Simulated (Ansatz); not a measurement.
# CH9NSi2: small, medium and large basis sets

Aim: see how fast density functionals converge with the basis set for CH9NSi2.

Program: Ansatz 0.2.0, Gaussian basis. Level of theory: one geometry, several basis sets. These are calculated values, not measurements.

The runs, in order: PBE0-D4/def2-SVP; ωB97M-V/def2-SVP; PBE0-D4/def2-QZVPP; ωB97M-V/def2-QZVPP; the functionals' def2-TZVPP values are taken from earlier runs.

### Step 1. The relaxed structure

All runs share one geometry, relaxed beforehand with PBE0-D4 in a triple-zeta def2 set.

SMILES `CN[SiH2][SiH3]`, 13 atoms, charge 0, spin multiplicity 1.

Atoms are counted from 1 here; the program's logs count them from 0.

Bond lengths: C1–N2 1.448 Å, C1–H5 1.093 Å, C1–H6 1.093 Å, C1–H7 1.098 Å, N2–Si3 1.722 Å, N2–H8 1.008 Å, Si3–Si4 2.354 Å, Si3–H9 1.489 Å, Si3–H10 1.491 Å, Si4–H11 1.491 Å, Si4–H12 1.490 Å, Si4–H13 1.490 Å. Angles: N2–C1–H5 109.5°, N2–C1–H6 110.8°, N2–C1–H7 113.9°, H5–C1–H6 107.0°, H5–C1–H7 107.4°, H6–C1–H7 108.0°, C1–N2–Si3 122.6°, C1–N2–H8 113.6°, Si3–N2–H8 117.2°, N2–Si3–Si4 115.3°, N2–Si3–H9 107.1°, N2–Si3–H10 108.4°, Si4–Si3–H9 108.8°, Si4–Si3–H10 107.5°, H9–Si3–H10 109.7°, Si3–Si4–H11 110.9°, Si3–Si4–H12 110.9°, Si3–Si4–H13 111.2° and more.

### Step 2. PBE0-D4 in def2-SVP

The input, in.yaml:

```yaml
crystal:
  periodic: [false, false, false]
  atoms:
    - {symbol: C, position_ang: [-0.537308, 1.715620, -0.830483]}
    - {symbol: N, position_ang: [-0.739342, 1.081088, 0.454810]}
    - {symbol: Si, position_ang: [0.356084, -0.081874, 1.096899]}
    - {symbol: Si, position_ang: [0.581879, -2.055373, -0.167056]}
    - {symbol: H, position_ang: [0.528129, 1.913981, -0.975488]}
    - {symbol: H, position_ang: [-1.050131, 2.680542, -0.871177]}
    - {symbol: H, position_ang: [-0.878055, 1.113129, -1.683115]}
    - {symbol: H, position_ang: [-1.709552, 0.991963, 0.712301]}
    - {symbol: H, position_ang: [-0.130423, -0.436613, 2.458359]}
    - {symbol: H, position_ang: [1.705697, 0.545499, 1.192559]}
    - {symbol: H, position_ang: [1.019948, -1.748029, -1.558371]}
    - {symbol: H, position_ang: [-0.716208, -2.782892, -0.252294]}
    - {symbol: H, position_ang: [1.589584, -2.971842, 0.437955]}
basis:
  gaussian: {orbitals: def2-SVP}
hamiltonian: {xc: pbe0, dispersion: d4}
output: {orbitals: {seedname: orbitals}}
```

After this run come: ωB97M-V in def2-SVP; PBE0-D4 in def2-QZVPP; ωB97M-V in def2-QZVPP.

Before running them: what should the planned runs give, taken together? Wanted: PBE0-D4: double and triple zeta above quadruple; ωB97M-V: double and triple zeta above quadruple.

The runs gave:

| quantity | value |
| --- | --- |
| PBE0-D4: double and triple zeta above quadruple | 9.29, 0.70 eV |
| ωB97M-V: double and triple zeta above quadruple | 9.47, 0.66 eV |

For PBE0-D4 the step from double to triple zeta gains 8.59 eV and the next only 0.70 eV. These are total energies; as a rule much of such shifts cancels in differences, which this series doesn't test. The LUMO of ωB97M-V is positive and keeps falling with the basis (2.13 to 1.28 eV): an unbound level that the basis holds in place.
